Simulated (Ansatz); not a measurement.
# H4IN: the cost of one run

Computed with Ansatz 0.2.0 (DFT PBEsol, scalar-relativistic, plane waves, PAW, unless a step's input says otherwise).

1 further run of the same task is left out (set aside as unsound or not needed).

### Step 1. The structure to begin with

The structure is tetragonal, space group P4/mmm (No. 123). The conventional cell has a = 3.775 Å, b = 3.775 Å, c = 6.507 Å, α = 90.00°, β = 90.00°, γ = 90.00°. H (site symmetry mmm) is surrounded by 2 N at 1.89 Å. H (site symmetry 4mm) is surrounded by 1 N at 1.80 Å. I (site symmetry 4/mmm) has 8 H at 3.04 Å as nearest neighbours. N (site symmetry 4/mmm) is surrounded by 6 H at 1.80 to 1.89 Å.

Structure file:

```cif
data_structure
_symmetry_space_group_name_H-M 'P4/mmm'
_symmetry_Int_Tables_number 123
_cell_length_a 3.7749
_cell_length_b 3.7749
_cell_length_c 6.5065
_cell_angle_alpha 90.000
_cell_angle_beta 90.000
_cell_angle_gamma 90.000
_cell_volume 92.72
loop_
_atom_site_label
_atom_site_type_symbol
_atom_site_symmetry_multiplicity
_atom_site_Wyckoff_symbol
_atom_site_fract_x
_atom_site_fract_y
_atom_site_fract_z
_atom_site_occupancy
H1 H 2 f 0.50000 0.00000 0.00000 1
H2 H 2 g 0.00000 0.00000 0.27700 1
I1 I 1 d 0.50000 0.50000 0.50000 1
N1 N 1 a 0.00000 0.00000 0.00000 1
```

(A quick probe on a coarse mesh, which set the mesh and smearing, is not shown.)

### Step 3. Rough relaxation on the coarse mesh

Input file input.yaml:

```yaml
crystal:
  lattice:
    - [3.7748774622, 0.0, 0.0]
    - [0.0, 3.7748774622, 0.0]
    - [0.0, 0.0, 6.5065201893]
  atoms:
    - { symbol: H, position: [0.5, 0.0, 0.0] }
    - { symbol: H, position: [0.0, 0.5, 0.0] }
    - { symbol: H, position: [0.0, 0.0, 0.277] }
    - { symbol: H, position: [0.0, 0.0, 0.723] }
    - { symbol: I, position: [0.5, 0.5, 0.5] }
    - { symbol: "N", position: [0.0, 0.0, 0.0] }
basis:
  ecutwfc: 420
kpoints:
  mp_grid: { grid: [4, 4, 4] }
hamiltonian:
  xc: pbesol
scf:
  occupations: { method: gaussian, width: 0.1 }
  lower_state_search: "off"
output:
  forces: true
  stress: true
  eigenvalues: true
relax:
  adjacent_minimum: "off"
  f_tol: 0.04
  max_steps: 70
  cell: { stress_tol: 0.4 }
```

The run is started by

```
ansatz run input.yaml --threads 1 --pin off --max-ram 2560MiB --backend cpu --events-out ev --progress --plain --runs-dir out
```

What time and memory should one allow on 1 thread of Intel Xeon at 2.50GHz (Skylake/Cascade Lake), shared host?

About 45 s, with a peak of 0.39 GiB.
